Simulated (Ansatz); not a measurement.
# Nb3C2: the cost of one run

Method: DFT PBE, scalar-relativistic, plane waves, PAW, in Ansatz 0.2.0.

## Step 1: The structure to begin with

It takes space group Pm-3m (No. 221, cubic). The conventional cell has a = 4.325 Å, b = 4.325 Å, c = 4.325 Å, α = 90.00°, β = 90.00°, γ = 90.00°. Nb (site symmetry 4/mmm) is surrounded by 6 C at 2.16 to 3.06 Å and 8 Nb at 3.06 Å. C (site symmetry m-3m) has 6 Nb at 2.16 Å in its first shell of neighbours. C (site symmetry m-3m) is surrounded by 12 Nb at 3.06 Å.

As a file:

```cif
data_structure
_symmetry_space_group_name_H-M 'P 1'
_symmetry_Int_Tables_number 1
_cell_length_a 4.3255
_cell_length_b 4.3255
_cell_length_c 4.3255
_cell_angle_alpha 90.000
_cell_angle_beta 90.000
_cell_angle_gamma 90.000
_cell_volume 80.93
loop_
_atom_site_label
_atom_site_type_symbol
_atom_site_fract_x
_atom_site_fract_y
_atom_site_fract_z
_atom_site_occupancy
Nb1 Nb 0.50000 0.00000 0.00000 1
Nb2 Nb 0.00000 0.50000 0.00000 1
Nb3 Nb 0.00000 0.00000 0.50000 1
C1 C 0.00000 0.00000 0.00000 1
C2 C 0.50000 0.50000 0.50000 1
```

The cell is invented: random cell by space group and Wyckoff sites (Pm-3m, No. 221). Lengths come from tabulated atomic sizes and are only a guess.

## Step 2: A first look at the guess

Contents of input.yaml:

```yaml
crystal:
  lattice:
    - [4.32545653, 0.0, 0.0]
    - [0.0, 4.32545653, 0.0]
    - [0.0, 0.0, 4.32545653]
  atoms:
    - { symbol: Nb, position: [0.5, 0.0, 0.0] }
    - { symbol: Nb, position: [0.0, 0.5, 0.0] }
    - { symbol: Nb, position: [0.0, 0.0, 0.5] }
    - { symbol: C, position: [0.0, 0.0, 0.0] }
    - { symbol: C, position: [0.5, 0.5, 0.5] }
basis:
  ecutwfc: 420
kpoints:
  mp_grid: { grid: [4, 4, 4] }
hamiltonian:
  xc: pbe
scf:
  occupations: { method: gaussian, width: 0.1 }
  lower_state_search: "off"
output:
  forces: true
  stress: true
  eigenvalues: true
```

The run is started by

```console
$ ansatz run input.yaml --threads 1 --pin off --max-ram 2560MiB --backend cpu --events-out ev --progress --plain --runs-dir out
```

**Question.** How long does this run take on 1 thread of Intel Xeon Platinum 8488C (Sapphire Rapids), shared host, and how much memory does it need?

About 1.7 s, with a peak of 0.37 GiB.
